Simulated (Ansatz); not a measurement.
# CH₇OSbSi: up Jacob's ladder to CCSD(T)

An exercise on one series of results from a longer session: the logs are not shown, and one member is left open.

The runs use Ansatz 0.2.0, Gaussian basis; functionals in def2-TZVPP, the program's frozen cores in correlated methods.

The runs, in order: LDA (SPW92), PBE-D4, revPBE-D4, BLYP-D4, r2SCAN-D4, B97M-V, PBE0-D4, B3LYP-D4, r2SCANh-D4, r2SCAN0-D4, HSE06-D4, BHLYP-D4, CAM-B3LYP-D4, LC-ωPBE, ωB97X-V, ωB97M-V, B2PLYP, PBE-QIDH; CCSD(T)/def2-SVP; CCSD(T)/def2-TZVPP; MP2/def2-QZVPP; extrapolation to the limit; RPA on PBE.

### Structure used throughout

All runs share one geometry, relaxed beforehand with PBE0-D4 in a triple-zeta def2 set. Sb takes the def2 core potential; no spin-orbit term is included.

SMILES `[OH][SbH][CH2][SiH3]`, 11 atoms, charge 0, spin multiplicity 1.

Atoms are counted from 1 here; the program's logs count them from 0.

Bond lengths: O1–Sb2 1.979 Å, O1–H5 0.960 Å, Sb2–C3 2.153 Å, Sb2–H6 1.714 Å, C3–Si4 1.875 Å, C3–H7 1.093 Å, C3–H8 1.094 Å, Si4–H9 1.484 Å, Si4–H10 1.484 Å, Si4–H11 1.492 Å. Angles: Sb2–O1–H5 110.9°, O1–Sb2–C3 95.0°, O1–Sb2–H6 92.6°, C3–Sb2–H6 92.5°, Sb2–C3–Si4 113.8°, Sb2–C3–H7 108.4°, Sb2–C3–H8 107.3°, Si4–C3–H7 110.0°, Si4–C3–H8 109.5°, H7–C3–H8 107.6°, C3–Si4–H9 111.1°, C3–Si4–H10 111.3°, C3–Si4–H11 108.6°, H9–Si4–H10 110.1°, H9–Si4–H11 108.1°, H10–Si4–H11 107.6°.

The first run:

Input file in.yaml:

```yaml
crystal:
  periodic: [false, false, false]
  atoms:
    - {symbol: O, position_ang: [-0.711466, 1.856035, -0.679162]}
    - {symbol: Sb, position_ang: [0.377639, 1.683989, 0.963721]}
    - {symbol: C, position_ang: [0.843959, -0.396774, 0.663128]}
    - {symbol: Si, position_ang: [-0.214429, -1.228325, -0.642613]}
    - {symbol: H, position_ang: [-0.367301, 2.549405, -1.246622]}
    - {symbol: H, position_ang: [-0.991710, 1.315749, 1.926883]}
    - {symbol: H, position_ang: [1.900559, -0.478506, 0.396263]}
    - {symbol: H, position_ang: [0.704604, -0.902508, 1.623020]}
    - {symbol: H, position_ang: [-1.658686, -1.030071, -0.365141]}
    - {symbol: H, position_ang: [0.117625, -0.732254, -2.000873]}
    - {symbol: H, position_ang: [0.064405, -2.693639, -0.618004]}
basis:
  gaussian: {orbitals: def2-TZVPP}
hamiltonian: {xc: lda}
output: {orbitals: {seedname: orbitals}}
```

Command:

```sh
$ ansatz run in.yaml --threads 4 --pin off --events-out ev --progress --plain --max-ram 10444MiB
```

Steps of the session up to this table: LDA; PBE-D4 (GGA); revPBE-D4 (GGA); BLYP-D4 (GGA); r2SCAN-D4 (meta-GGA); B97M-V (meta-GGA); B3LYP-D4 (hybrid); r2SCANh-D4 (hybrid); r2SCAN0-D4 (hybrid); HSE06-D4 (hybrid); BHLYP-D4 (hybrid); CAM-B3LYP-D4 (range-separated); LC-ωPBE (range-separated); ωB97X-V (range-separated); ωB97M-V (range-separated); B2PLYP (double hybrid); PBE-QIDH (double hybrid).

One table of the session follows, with a row left open; its other results are not shown here.

It belongs to the step «Frontier levels by functional». 

```
  functional  HOMO (eV)  gap (eV)
 LDA (SPW92)      -6.17      4.15
      PBE-D4      -6.02      4.21
   revPBE-D4      -5.96      4.26
     BLYP-D4      -5.90      4.17
   r2SCAN-D4      -6.26      4.71
      B97M-V      -6.28      4.60
     PBE0-D4      -7.07      6.05
    B3LYP-D4          ?         ?
  r2SCANh-D4      -6.65      5.38
  r2SCAN0-D4      -7.24      6.37
    HSE06-D4      -6.68      5.29
    BHLYP-D4      -8.02      7.76
CAM-B3LYP-D4      -8.32      8.21
     LC-ωPBE      -9.56     10.58
     ωB97X-V      -9.25     10.13
     ωB97M-V      -9.16      9.79
```

**Question.** Estimate the row for B3LYP-D4.

Worked estimate for «HOMO (eV)». Against the share of exact exchange, BLYP-D4 (0, -5.90), BHLYP-D4 (0.5, -8.02) give a slope of -4.24 per unit share; at 0.2 the line stands at -6.75.

The run gave: HOMO (eV): -6.90; gap (eV): 5.63. In «HOMO (eV)» the line misses by +0.15.
